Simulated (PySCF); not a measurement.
**CuHO, a cluster of ions: interaction energy**

The task here is to estimate one member of a computed series from the others.

Computed with PySCF 2.14.0; each step states its level. No surroundings beyond the atoms listed, unless a continuum is named. Atoms count from 0, parts from 1.

### The system as given

3 atoms, charge 0, multiplicity 1; geometry: GFN2-xTB. Parts: 1 = atom 0, `[Cu+]`, charge 1; 2 = atoms 1–2, `[OH-]`, charge -1.

The first run:

What the job is given:

```
{"job": {"xc": "PBE0", "basis": "def2-SVPD", "d3": "d3bj", "grid": 2, "kind": "geom"}, "charge": 0, "multiplicity": 1, "parts": [{"atoms": "0-0", "charge": 1, "multiplicity": 1}, {"atoms": "1-2", "charge": -1, "multiplicity": 1}]}
Cu     0.006924     0.248021     0.131474
O      0.429081     1.704891     0.987918
H     -0.313366     2.288904     1.130094
```

On the command line:

```bash
$ OMP_NUM_THREADS=1 python cluster_run.py task.json out
```

The driver reads the jobs from task.json and runs them one after another.

Among the steps run: Relaxing the molecule at PBE0-D3(BJ)/def2-SVPD; Coupled-cluster interaction energy: CCSD(T) and MP2.

One of the session's tables, all rows but one given; the rest of the session is left out.

It belongs to the step «Coupled-cluster interaction energy: CCSD(T) and MP2». 

```
                 method  interaction energy (kcal/mol)
         HF/aug-cc-pVDZ                        -182.16
        MP2/aug-cc-pVDZ                        -203.88
       CCSD/aug-cc-pVDZ                              ?
    CCSD(T)/aug-cc-pVDZ                        -200.09
         HF/aug-cc-pVTZ                        -182.84
        MP2/aug-cc-pVTZ                        -206.70
    SCS-MP2/aug-cc-pVTZ                        -201.62
      MP2, extrapolated                        -207.60
CCSD(T), limit estimate                        -203.81
```

Estimate the missing values for CCSD/aug-cc-pVDZ.

As computed: interaction energy (kcal/mol): -197.80. In the column «interaction energy (kcal/mol)» it lies between CCSD(T)/aug-cc-pVDZ (-200.09) and HF/aug-cc-pVTZ (-182.84).

To keep in mind: At this geometry a test (T1, the size of the triples or of CCSD(T) less MP2, charge moved between the parts) flags the run, so its CCSD(T) estimate is not taken as a benchmark.
